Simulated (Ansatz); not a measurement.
# ClH2ISi: a ladder of functionals and wavefunction methods

The task here is to estimate one member of a computed series from the others.

Method: functionals in def2-TZVPP, the program's frozen cores in correlated methods; program: Ansatz 0.2.0, Gaussian basis.

Plan: LDA (SPW92), PBE-D4, revPBE-D4, BLYP-D4, r2SCAN-D4, B97M-V, PBE0-D4, B3LYP-D4, r2SCANh-D4, r2SCAN0-D4, HSE06-D4, BHLYP-D4, CAM-B3LYP-D4, LC-ωPBE, ωB97X-V, ωB97M-V, B2PLYP, PBE-QIDH; CCSD(T)/def2-SVP; CCSD(T)/def2-TZVPP; MP2/def2-QZVPP; extrapolation to the limit; RPA on PBE.

## Structure used throughout

An earlier PBE0-D4 in a triple-zeta def2 set relaxation fixed the geometry. I takes the def2 core potential; no spin-orbit term is included.

SMILES `Cl[SiH2]I`, 5 atoms, charge 0, spin multiplicity 1.

Atoms are counted from 1 here; the program's logs count them from 0.

Bond lengths: Cl1–Si2 2.044 Å, Si2–I3 2.427 Å, Si2–H4 1.477 Å, Si2–H5 1.477 Å. Angles: Cl1–Si2–I3 110.8°, Cl1–Si2–H4 108.4°, Cl1–Si2–H5 108.4°, I3–Si2–H4 108.5°, I3–Si2–H5 108.5°, H4–Si2–H5 112.2°.

Set-up of the first run:

Contents of in.yaml:

```yaml
crystal:
  periodic: [false, false, false]
  atoms:
    - {symbol: Cl, position_ang: [-1.726048, 0.445128, -0.894563]}
    - {symbol: Si, position_ang: [-0.015194, 0.070296, 0.158554]}
    - {symbol: I, position_ang: [1.533730, -1.257846, -1.155159]}
    - {symbol: H, position_ang: [-0.371545, -0.691680, 1.372378]}
    - {symbol: H, position_ang: [0.628956, 1.360403, 0.477390]}
basis:
  gaussian: {orbitals: def2-TZVPP}
hamiltonian: {xc: lda}
output: {orbitals: {seedname: orbitals}}
```

Among the steps run: LDA; PBE-D4 (GGA); revPBE-D4 (GGA); BLYP-D4 (GGA); r2SCAN-D4 (meta-GGA); B97M-V (meta-GGA); PBE0-D4 (hybrid); B3LYP-D4 (hybrid); r2SCANh-D4 (hybrid); r2SCAN0-D4 (hybrid); HSE06-D4 (hybrid); BHLYP-D4 (hybrid); CAM-B3LYP-D4 (range-separated); LC-ωPBE-D4 (range-separated; the results give it without D4); ωB97X-V (range-separated); ωB97M-V (range-separated); B2PLYP (double hybrid); PBE-QIDH (double hybrid).

One table of the session follows, with a row left open; its other results are not shown here.

It belongs to the step «Frontier levels by functional». 

```
  functional  HOMO (eV)  gap (eV)
 LDA (SPW92)      -6.93      4.96
      PBE-D4      -6.80      5.05
   revPBE-D4      -6.75      5.10
     BLYP-D4      -6.61      4.99
   r2SCAN-D4      -7.11      5.67
      B97M-V          ?         ?
     PBE0-D4      -7.95      7.05
    B3LYP-D4      -7.69      6.58
  r2SCANh-D4      -7.52      6.38
  r2SCAN0-D4      -8.15      7.44
    HSE06-D4      -7.56      6.29
    BHLYP-D4      -8.92      8.95
CAM-B3LYP-D4      -9.19      9.32
     LC-ωPBE     -10.55     11.82
     ωB97X-V     -10.21     11.38
     ωB97M-V     -10.07     11.02
```

Q: Estimate the row for B97M-V from the others.

As computed: HOMO (eV): -7.12; gap (eV): 5.64. In the column «HOMO (eV)» it lies between r2SCANh-D4 (-7.52) and r2SCAN-D4 (-7.11).
